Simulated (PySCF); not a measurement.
# [PbOCl]+: other functionals and bases at one geometry

The task here is to estimate one member of a computed series from the others.

Method: several levels, as the steps say, no spin–orbit coupling; program: PySCF 2.14.0.

1 further run of the same task is left out (for a known fault of the program).

## The starting structure

3 atoms, charge 1, spin multiplicity 1.

Bond lengths: Pb1–O2 1.897 Å, Pb1–Cl3 2.342 Å. Angles: O2–Pb1–Cl3 179.7°.

Geometry (Å):

```
atom    x (Å)   y (Å)   z (Å)
 Pb1   0.1197  0.0000  0.3540
  O2   2.0110  0.0000  0.2032
 Cl3  -2.2137  0.0000  0.5537
```

Formal oxidation states: Pb +4. An earlier session relaxed this geometry at PBE0, Pb def2-SVP with ECP60, O def2-SVP, Cl def2-SVP (singlet, point group C∞v).

At PBE0 on the finer grid: E = -727.468760 Eh, HOMO -15.12 eV, LUMO -10.93 eV, Mulliken charge on Pb1 +1.25 e, largest force component 0.008 eV/Å. 

Levels to run: r2SCAN; M06-L; PBE0, TZVP. Hardware: 2 threads of Arm Neoverse V1, shared host.

The first run:

Contents of run.py (the lines that set the calculation):

```python
mol = gto.M(atom='''
Pb     0.11975     0.00000     0.35397
O      2.01101     0.00000     0.20323
Cl    -2.21371     0.00000     0.55366''',
    basis={'Pb': 'def2-SVP', 'O': 'def2-SVP', 'Cl': 'def2-SVP'},
    ecp={'Pb': 'def2-SVP'},
    charge=1, spin=0)
mf = dft.RKS(mol, xc='R2SCAN')
mf.grids.atom_grid = (75, 302)
mf = mf.density_fit()  # fitting sets: Pb def2-universal-JKFIT, O def2-universal-JKFIT, Cl def2-universal-JKFIT
mf.conv_tol = 1e-08; mf.max_cycle = 55
mf.kernel(dm0)  # dm0: the density of the relaxed state
```

Run with:

```sh
OMP_NUM_THREADS=2 python run.py
```

Among the steps run: r2SCAN; M06-L; PBE0, TZVP.

One table of the session follows, with a row left open; its other results are not shown here.

```
              level  HOMO (eV)  gap (eV)  charge on Pb1 (e)  dipole (D)  largest force component (eV/Å)
PBE0 (relaxed here)     -15.12      4.20               1.25        2.43                            0.01
             r2SCAN     -13.93      2.10               1.24        2.36                            0.22
              M06-L          ?         ?                  ?           ?                               ?
         PBE0, TZVP     -15.07      4.30               1.34        2.59                            1.35
```

Estimate the missing values for M06-L.

The run gave: HOMO (eV): -13.84; gap (eV): 2.17; charge on Pb1 (e): 1.37; dipole (D): 2.07; largest force component (eV/Å): 0.56. In the column «HOMO (eV)» it is the highest.

The dipole of a charged species depends on the origin, so these sizes hold for this origin alone.

In one basis the HOMO–LUMO gap runs from 2.10 eV (r2SCAN) to 4.20 eV (PBE0). The largest leftover force, 1.35 eV/Å with PBE0, TZVP, stands at a geometry relaxed at another level. Total energies of different levels can't be compared.
